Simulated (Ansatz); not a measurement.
What does this script print? It uses Ansatz 0.2.0 through its Python package.

Script `kc_ecut.py`:
```python
"""Cutoff test for KC."""

import csv

import ansatz as az


def main() -> None:
    cell = (
        az.Lattice.of((3.7784, -2.1839, 0.0), (3.7784, 2.1839, 0.0), (-2.48369, 0.0, 7.12282))
        .atom("K", (0.75849, 0.24151, 0.75))
        .atom("K", (0.24151, 0.75849, 0.25))
        .atom("C", (0.0, 0.5, 0.5))
        .atom("C", (0.5, 0.0, 0.0))
    )

    setup = (
        cell.calculation()
        .functional(az.Functional.PBE)
        .kpoints(length=20)
        .occupations("fermi_dirac", width=0.05)
    )

    rows = []
    for value in [250, 325, 400, 475]:
        data = setup.basis(value).run().report
        rows.append((value, data["free_energy_ev"] / len(data["lattice"]["sites"]), data["n_iterations"], data["n_pw"]))

    with open("ecut.csv", "w", newline="") as handle:
        writer = csv.writer(handle)
        writer.writerow(["cutoff (eV)", "F/atom (eV)", "iterations", "plane waves"])
        writer.writerows([round(v, 5) if isinstance(v, float) else v for v in row] for row in rows)

    # the last row is the reference
    for row in rows[:-1]:
        shift = 1000 * (row[1] - rows[-1][1])
        print(f"{row[0]}: {shift:+.2f} meV/atom" + ("  (within 1 meV)" if abs(shift) < 1 else ""))


if __name__ == "__main__":
    main()
```

```console
$ python kc_ecut.py
DeckWarning: basis.ecutwfc = 250 eV is below the records' recommended 420 eV, and the density's cutoff is lower with it unless basis.ecutrho_ratio is high enough to keep the records' density cutoff: compare with a run at a higher cutoff
DeckWarning: basis.ecutwfc = 325 eV is below the records' recommended 420 eV, and the density's cutoff is lower with it unless basis.ecutrho_ratio is high enough to keep the records' density cutoff: compare with a run at a higher cutoff
DeckWarning: basis.ecutwfc = 400 eV is below the records' recommended 420 eV, and the density's cutoff is lower with it unless basis.ecutrho_ratio is high enough to keep the records' density cutoff: compare with a run at a higher cutoff
250: +261.50 meV/atom
325: +30.92 meV/atom
400: +2.60 meV/atom
```
(Warnings from the package without file and line.)

File `ecut.csv` afterwards:
```csv
cutoff (eV),F/atom (eV),iterations,plane waves
250,-891.25418,7,1075
325,-891.48477,6,1527
400,-891.51308,6,2135
475,-891.51569,6,2775
```

What to keep in mind:
- The mesh is modest for a metal, so energies can be off by several to tens of meV an atom and pressures by half a GPa or more; differences at equal mesh fare better.
- The structure comes from a database of computed cells and needn't be a stable or known phase.
- Shifts are counted from the last row, which is itself no proven limit.
- Hardware and time: 6 s on 1 thread of Arm Neoverse V2, on a shared host, peak memory 0.4 GiB.
